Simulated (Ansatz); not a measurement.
# Sb (Sb, beta-Sn type): the cost of one run

Program: Ansatz 0.2.0. Level of theory: DFT LDA (PW92), plane waves (420 eV) with PAW, scalar-relativistic; PBE-made PAW files. These are calculated values, not measurements.

## 1. The system as given

Symmetry: I4_1/amd, No. 141, tetragonal system. Conventional cell: a = 5.935 Å, b = 5.935 Å, c = 3.241 Å, α = 90.00°, β = 90.00°, γ = 90.00°. Around Sb (site symmetry -4m2) lie 6 Sb at 3.08 to 3.24 Å.

Coordinates:

```
CELL_PARAMETERS angstrom
-2.96770 2.96770 1.62036
2.96770 -2.96770 1.62036
2.96770 2.96770 -1.62036
ATOMIC_POSITIONS crystal
Sb 0.00000 0.00000 0.00000
Sb 0.75000 0.25000 0.50000
```

## 2. Relaxation of the cell

Contents of input.yaml:

```yaml
crystal:
  lattice:
    - [-2.9676986405, 2.9676986405, 1.6203634577]
    - [2.9676986405, -2.9676986405, 1.6203634577]
    - [2.9676986405, 2.9676986405, -1.6203634577]
  atoms:
    - { symbol: Sb, position: [0.0, 0.0, 0.0] }
    - { symbol: Sb, position: [0.75, 0.25, 0.5] }
hamiltonian:
  xc: lda
  pseudopotentials:
    kind: paw
    azcp:
      Sb: "pseudopotentials/Sb.paw.azcp"
basis:
  ecutwfc: 420
  fft_grid_basis: typed
kpoints:
  mp_grid: { grid: [11, 11, 8], shift: [0, 0, 0] }
magnetization:
  spin_polarized: false
scf:
  occupations: { method: fermi_dirac, width: 0.1 }
relax:
  max_steps: 60
  f_tol: 0.01
  cell: {}
```

**Question.** How long does this run take on 2 threads of Arm Neoverse V1, shared host, and how much memory does it need?

About 35 s, with a peak of 0.5 GiB.
